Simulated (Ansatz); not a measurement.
**C5H5Cu: one species, many methods**

One table from this session's results is given with a row withheld; the runs are named, their logs left out.

Method: functionals in def2-TZVPP, the program's frozen cores in correlated methods; program: Ansatz 0.2.0, Gaussian basis.

Plan: LDA (SPW92), PBE-D4, revPBE-D4, BLYP-D4, r2SCAN-D4, B97M-V, PBE0-D4, B3LYP-D4, r2SCANh-D4, r2SCAN0-D4, HSE06-D4, BHLYP-D4, CAM-B3LYP-D4, LC-ωPBE, ωB97X-V, ωB97M-V, B2PLYP, PBE-QIDH; CCSD(T)/def2-SVP; CCSD(T)/def2-TZVPP; MP2/def2-QZVPP; extrapolation to the limit; RPA on PBE.

## The relaxed structure

An earlier PBE0-D4 in a triple-zeta def2 set relaxation fixed the geometry.

SMILES `[C@H]12[C@@H]3[C@@H]4[C@@H]5[C@H]1[Cu]2345`, 11 atoms, charge 0, spin multiplicity 1.

Atoms are counted from 1 here; the program's logs count them from 0.

Bond lengths: C1–C2 1.423 Å, C1–C5 1.423 Å, C1–Cu6 2.186 Å, C1–H7 1.080 Å, C2–C3 1.423 Å, C2–Cu6 2.186 Å, C2–H8 1.080 Å, C3–C4 1.423 Å, C3–Cu6 2.186 Å, C3–H9 1.080 Å, C4–C5 1.423 Å, C4–Cu6 2.186 Å, C4–H10 1.080 Å, C5–Cu6 2.186 Å, C5–H11 1.080 Å. Angles: C2–C1–C5 108.0°, C2–C1–Cu6 71.0°, C2–C1–H7 126.0°, C5–C1–Cu6 71.0°, C5–C1–H7 126.0°, Cu6–C1–H7 125.8°, C1–C2–C3 108.0°, C1–C2–Cu6 71.0°, C1–C2–H8 126.0°, C3–C2–Cu6 71.0°, C3–C2–H8 126.0°, Cu6–C2–H8 125.8°, C2–C3–C4 108.0°, C2–C3–Cu6 71.0°, C2–C3–H9 126.0°, C4–C3–Cu6 71.0°, C4–C3–H9 126.0°, Cu6–C3–H9 125.8° and more.

The first run:

in.yaml reads:

```yaml
crystal:
  periodic: [false, false, false]
  atoms:
    - {symbol: C, position_ang: [-0.729981, -0.873929, -0.435421]}
    - {symbol: C, position_ang: [-0.359377, -0.704634, 0.927679]}
    - {symbol: C, position_ang: [0.332159, 0.533156, 1.044814]}
    - {symbol: C, position_ang: [0.388937, 1.128894, -0.245912]}
    - {symbol: C, position_ang: [-0.267663, 0.259341, -1.160719]}
    - {symbol: Cu, position_ang: [1.450029, -0.781777, -0.297401]}
    - {symbol: H, position_ang: [-1.303183, -1.695181, -0.839670]}
    - {symbol: H, position_ang: [-0.602058, -1.374933, 1.738990]}
    - {symbol: H, position_ang: [0.706174, 0.966674, 1.960567]}
    - {symbol: H, position_ang: [0.813485, 2.093695, -0.481165]}
    - {symbol: H, position_ang: [-0.428522, 0.448693, -2.211762]}
basis:
  gaussian: {orbitals: def2-TZVPP}
hamiltonian: {xc: lda}
output: {orbitals: {seedname: orbitals}}
```

Started as:

```bash
ansatz run in.yaml --threads 4 --pin off --events-out ev --progress --plain --max-ram 10444MiB
```

Steps of the session up to this table: LDA; PBE-D4 (GGA); revPBE-D4 (GGA); BLYP-D4 (GGA); r2SCAN-D4 (meta-GGA); B97M-V (meta-GGA); B3LYP-D4 (hybrid); r2SCANh-D4 (hybrid); r2SCAN0-D4 (hybrid); HSE06-D4 (hybrid); BHLYP-D4 (hybrid); CAM-B3LYP-D4 (range-separated); LC-ωPBE (range-separated); ωB97X-V (range-separated); ωB97M-V (range-separated); B2PLYP (double hybrid); PBE-QIDH (double hybrid).

One of the session's tables, all rows but one given; the rest of the session is left out.

It belongs to the step «Orbital energies across the functionals». 

```
  functional  HOMO (eV)  LUMO (eV)  gap (eV)
 LDA (SPW92)          ?          ?         ?
      PBE-D4      -4.52      -3.13      1.39
   revPBE-D4      -4.42      -3.02      1.40
     BLYP-D4      -4.41      -3.17      1.24
   r2SCAN-D4      -4.58      -2.81      1.77
      B97M-V      -4.63      -3.07      1.56
     PBE0-D4      -5.67      -2.10      3.57
    B3LYP-D4      -5.48      -2.49      2.99
  r2SCANh-D4      -5.07      -2.44      2.63
  r2SCAN0-D4      -5.75      -1.91      3.83
    HSE06-D4      -5.27      -2.46      2.81
    BHLYP-D4      -6.56      -1.30      5.26
CAM-B3LYP-D4      -6.95      -1.28      5.66
     LC-ωPBE      -8.18      -0.06      8.11
     ωB97X-V      -7.87      -0.21      7.66
     ωB97M-V      -7.85      -0.52      7.33
```

Estimate the missing values for LDA (SPW92).

**Answer.** HOMO (eV): -4.79; LUMO (eV): -3.37; gap (eV): 1.41. In the column «HOMO (eV)» it lies between r2SCANh-D4 (-5.07) and B97M-V (-4.63).
